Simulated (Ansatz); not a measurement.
# NbGaSe3: what a guessed cell relaxes into

Where does this trial cell of NbGaSe3 go when cell and atoms are let free?

Program: Ansatz 0.2.0. Level of theory: DFT PBE, scalar-relativistic, plane waves, PAW. These are calculated values, not measurements.

2 further runs of the same task are left out: 1 for a known fault of the program, 1 set aside as unsound or not needed.

## (1) The structure to begin with

Symmetry: R32, No. 155, trigonal system. Conventional cell: a = 7.126 Å, b = 7.126 Å, c = 8.800 Å, α = 90.00°, β = 90.00°, γ = 120.00°. Around Nb (site symmetry 32) lie 6 Se at 2.53 Å. Ga (site symmetry 32) has 12 Se at 3.43 to 3.70 Å as nearest neighbours. Around Se (site symmetry 2) lie 2 Nb at 2.53 Å and 4 Ga at 3.43 to 3.70 Å.

Coordinates:

```cif
data_structure
_symmetry_space_group_name_H-M 'P 1'
_symmetry_Int_Tables_number 1
_cell_length_a 5.0531
_cell_length_b 5.0531
_cell_length_c 5.0531
_cell_angle_alpha 89.685
_cell_angle_beta 89.685
_cell_angle_gamma 89.685
_cell_volume 129.02
loop_
_atom_site_label
_atom_site_type_symbol
_atom_site_fract_x
_atom_site_fract_y
_atom_site_fract_z
_atom_site_occupancy
Nb1 Nb 0.00000 0.00000 0.00000 1
Ga1 Ga 0.50000 0.50000 0.50000 1
Se1 Se 0.50000 0.01860 0.98140 1
Se2 Se 0.01860 0.98140 0.50000 1
Se3 Se 0.98140 0.50000 0.01860 1
```

Recipe of the guess: species swapped into a database cell of CsPbCl3 (R32, No. 155), with Ga on the Cs sites, Nb on the Pb sites and Se on the Cl sites. Lengths come from tabulated atomic sizes and are only a guess.

## (2) A first look at the guess

input.yaml reads:

```yaml
crystal:
  lattice:
    - [3.56324186, 2.05723865, 2.93340129]
    - [-3.56324186, 2.05723865, 2.93340129]
    - [0.0, -4.1144773, 2.93340129]
  atoms:
    - { symbol: Nb, position: [0.0, 0.0, 0.0] }
    - { symbol: Ga, position: [0.5, 0.5, 0.5] }
    - { symbol: Se, position: [0.5, 0.01860029, 0.98139971] }
    - { symbol: Se, position: [0.01860029, 0.98139971, 0.5] }
    - { symbol: Se, position: [0.98139971, 0.5, 0.01860029] }
basis:
  ecutwfc: 420
kpoints:
  mp_grid: { grid: [3, 3, 3] }
hamiltonian:
  xc: pbe
scf:
  occupations: { method: gaussian, width: 0.1 }
  lower_state_search: "off"
output:
  forces: true
  stress: true
  eigenvalues: true
```

On the command line:

```console
$ ansatz run input.yaml --threads 1 --pin off --max-ram 2560MiB --backend cpu --events-out ev --progress --plain --runs-dir out
```

The session goes on with these runs: full relaxation.

What does the calculation give? Wanted: conventional cell; volume; energy over the elements; gap on the mesh.

**Answer**, as computed:

| quantity | value |
| --- | --- |
| symmetry at the end (tolerance 0.05 Å) | space group Pm-3m (No. 221) |
| conventional cell | a = 5.079 Å, b = 5.079 Å, c = 5.079 Å, α = 90.00°, β = 90.00°, γ = 90.00° |
| volume | 26.21 Å³/atom |
| energy over the elements | -0.29 eV/atom |
| gap on the mesh | none (metal) |

In words: The symmetry goes from space group R32 (No. 155) to space group Pm-3m (No. 221) (read at 0.05 Å; 0.001 Å gives R32 (No. 155)), and the volume per atom grows by 1.6 % from the first guess. A negative formation energy is needed for stability but isn't enough; other structures and compounds were not set against it here. No finished test with a distortion of lower symmetry is shown, so the end may be a saddle point. Other magnetic orders were not searched.
